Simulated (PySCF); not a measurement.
**PtNBr: singlet, from a linear start**

Aim: relax PtNBr as a singlet from a linear start, check by its vibrations whether the end is a minimum, and collect its spectrum and constants.

Program: PySCF 2.14.0. Level of theory: PBE, basis Pt def2-SVP with ECP60, N def2-SVP, Br def2-SVP, scalar-relativistic core potentials, no spin–orbit coupling, density fitting. These are calculated values, not measurements.

**1. The system as given**

3 atoms, charge 0, spin multiplicity 1.

Bond lengths: Pt1–N2 1.720 Å, Pt1–Br3 2.370 Å. Angles: N2–Pt1–Br3 180.0°.

```xyz
3
charge 0 multiplicity 1
Pt    0.0000    0.0000    0.0000
N     0.0000    0.0000   -1.7200
Br    0.0000    0.0000    2.3700
```

**2. Finding the electronic state**

The steps below are one call of a driver around PySCF. For each, scf.py gives the equivalent set-up of the SCF; relaxations use the driver's own optimiser. After this first run the driver tries any further starts and a stability analysis.

Input file scf.py:

```python
from pyscf import gto, scf, dft
mol = gto.M(atom='''
Pt     0.000000     0.000000     0.000000
N      0.000000     0.000000    -1.720000
Br     0.000000     0.000000     2.370000''',
    basis={'Pt': 'def2-SVP', 'N': 'def2-SVP', 'Br': 'def2-SVP'},
    ecp={'Pt': 'def2-SVP'},
    charge=0, spin=0)
mf = dft.RKS(mol, xc='PBE')
mf.grids.atom_grid = (50, 194)
aux = {'Pt': 'def2-universal-JKFIT', 'N': 'def2-universal-JKFIT', 'Br': 'def2-universal-JKFIT'}
mf = mf.density_fit(auxbasis=aux)
mf.conv_tol = 1e-08
mf.diis_space = 10
mf.max_cycle = 60
mf.init_guess = 'minao'
mf.verbose = 4
mf.kernel()
```

On the command line:

```bash
OMP_NUM_THREADS=2 python axn.py task.json out
```

After this run come: Relaxation: linear start, singlet; Vibrations and properties at this point.

Before running it: what results should come out? Wanted: minimum; geometry; wavenumbers; dipole moment; highest occupied, lowest empty level; polar-tensor charge of Pt1; zero-point energy; atomisation energy.

**Answer**, as computed:

```
                                 quantity                                        value
                                  minimum                                 singlet, C∞v
                                 geometry  Pt–Br 2.370 Å, Pt–N 1.697 Å; Br–Pt–N 180.0°
                       wavenumbers (cm⁻¹)                  56 (π), 259 (σ+), 1014 (σ+)
                            dipole moment                                       0.59 D
     highest occupied, lowest empty level                              -6.64, -5.56 eV
               polar-tensor charge of Pt1                                      +0.48 e
                        zero-point energy                                   8.3 kJ/mol
                      entropy at 298.15 K                              304.0 J/(mol K)
atomisation energy (no zero-point energy)                                   745 kJ/mol
```

In words: The linear start keeps its C∞v symmetry and ends in a minimum. The strongest infrared band lies at 1014 cm⁻¹ (σ+, stretch). Only this shape and spin were tried, so other structures or states may lie lower. Spin–orbit coupling, left out here, can matter for elements this heavy.
